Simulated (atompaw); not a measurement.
**Nickel: generating and testing a PAW (atompaw) potential**

Task: generate the file, and judge it by its logarithmic derivatives, its ghosts and its cutoff.

Method: atompaw 4.2.0.5, PBE, scalar-relativistic.

### Step 1. Starting point

The settings as typed:

* element: nickel (Ni, Z = 28)
* type: PAW
* frozen core: [Ar]
* valence charge: 10
* reference configuration: 3d8 4s2 4p0
* partial waves: 4s (bound): rc 3.00 bohr; 4s channel at 0.45 Ry: rc 3.00 bohr; 4p (bound, empty): rc 3.00 bohr; 4p channel at 0.95 Ry: rc 3.00 bohr; 3d (bound): rc 1.65 bohr; 3d channel at 0.05 Ry: rc 1.65 bohr
* local potential: bessel scheme, radius 2.45 bohr
* core correction: smooth core density matched at 2.90 bohr
* augmentation charge: sinc compensation charge, radius 2.80 bohr; PAW radius 3.00 bohr; waves and projectors: custom polynom2 7 10 vanderbiltortho

The nodes and maxima of the atom's own shells, from an earlier all-electron run, set the scale for the radii.

All-electron outer shells of the reference configuration (PBE, scalar-relativistic, ld1.x):

```tsv
shell	level (eV)	outermost node (bohr)	outermost maximum (bohr)
3s	-111.06	0.30	0.64
3p	-71.39	0.27	0.65
3d	-8.87	–	0.63
4s	-5.64	0.92	2.24
4p	-1.22	1.00	3.17
```

### Step 2. Generating the potential

The input, Ni.input:

```
Ni 28
GGA-PBE scalarrelativistic loggrid 1500 logderivrange -3 5 201
4 4 3 0 0 0
4 1 0
3 2 8
0 0 0
c
c
c
v
c
c
v
v
2
3.00 2.80 2.45 2.90
y
0.45
n
y
0.95
n
y
0.05
n
custom polynom2 7 10 vanderbiltortho sinc
bessel
3.00
3.00
3.00
3.00
1.65
1.65
PWSCFOUT
UPFDX 0.0125d0 UPFXMIN -7.d0 UPFZMESH 28.d0
END
```

Run with:

```console
$ atompaw < Ni.input > Ni.log
```

Before running it: what results should come out? Wanted: cutoffs for 10 and 1 mRy, occupied levels; bound ghosts; largest phase difference near zero energy, channels read; lowest eigenvalue of the overlap; share of valence orbitals outside the PAW sphere; UPF file.

**Answer**, as computed:

| quantity | value |
| --- | --- |
| cutoffs for 10 and 1 mRy, occupied levels | 55 Ry and 260 Ry |
| bound ghosts | none found |
| largest phase difference near zero energy, channels read | 0.007 rad |
| lowest eigenvalue of the overlap (Bessel basis) | 0.838 (s) |
| share of valence orbitals outside the PAW sphere | 4s 36 %, 4p 72 %, 3d 1 % |
| UPF file | written |

In words: The potential is of middling hardness: the looser tolerance needs 55 Ry. The tighter tolerance needs 260 Ry, and converged work needs a cutoff nearer that. The slowest occupied level is 3d: taken alone it needs 70 Ry to come within 1 mRy, against 10 Ry for 4s. The Bessel-basis test finds no level below the valence levels. Near zero energy the phases of the channels with partial waves agree within 0.007 rad.
